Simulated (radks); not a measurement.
**Sn²⁺ inside a hard spherical wall**

The task here is to estimate one member of a computed series from the others.

Program: radks (a radial shooting solver on a logarithmic mesh, Libxc functionals) version 1. Level of theory: scalar-relativistic Kohn-Sham, PBE, spin-polarised, spherical densities, finite nucleus. These are calculated values, not measurements, unless marked.

## The atom as given

```
element            : tin (Z = 50)
charge             : +2
electrons          : 48
configuration      : [Kr] 4d10 5s2
nuclear rms radius : 4.6519 fm
```

Outer shells as boxes (Hund's rule):

Sn²⁺
```
[Kr] core
4d [↑↓][↑↓][↑↓][↑↓][↑↓]
5s [↑↓]
```

Set-up of the first run:

Input:

```text
Z 50
configuration [Kr] 4d10 5s2 5p0 6s0 4f0
relativity scalar-relativistic
functional pbe,pbe
spin polarised
nucleus finite rms 4.6519 fm
c 137.035999084
```

Among the steps run: The free atom; Wall at 12 bohr; Wall at 7 bohr; Wall at 5 bohr; Wall at 4 bohr; Wall at 3.5 bohr; Wall at 3 bohr; Wall at 2.5 bohr.

One table of the session follows, with a row left open; its other results are not shown here.

| R (bohr) | E − E(free) (eV) | ε(5s) (eV) | pressure (GPa) |
| --- | --- | --- | --- |
| free | 0.000 | -26.091 | 0 |
| 12 | 0.000 | -26.091 | < 0.0001 |
| 7 | 0.005 | -26.083 | 0.0185 |
| 5 | ? | ? | ? |
| 4 | 2.677 | -23.973 | 28.4 |
| 3.5 | 7.202 | -21.203 | 101 |
| 3 | 19.981 | -14.584 | 401 |
| 2.5 | 59.898 | 2.488 | 1905 |

**Question.** Estimate the row for R (bohr) = 5.

Worked estimate for «E − E(free) (eV)». A straight line through the neighbours (7, 0.005) and (4, 2.677) gives 0.005 + (2.677 − 0.005) × (5 − 7) / (4 − 7) = 1.786; a parabola fitted to 4 rows on both sides gives 2.437.

As computed: E − E(free) (eV): 0.361; ε(5s) (eV): -25.708; pressure (GPa): 2.55. In «E − E(free) (eV)» the line misses by +1.425 and the parabola by +2.076. Between these rows the values bend or scatter more than so simple an estimate can follow.

What this shows: Eigenvalues are for spin up. At the tightest wall, 2.5 bohr, the energy stands 59.898 eV above the free atom and the pressure, −dE/dV, is 1905 GPa. Shells are not refilled when levels cross, and a hard wall is a model, not a crystal.
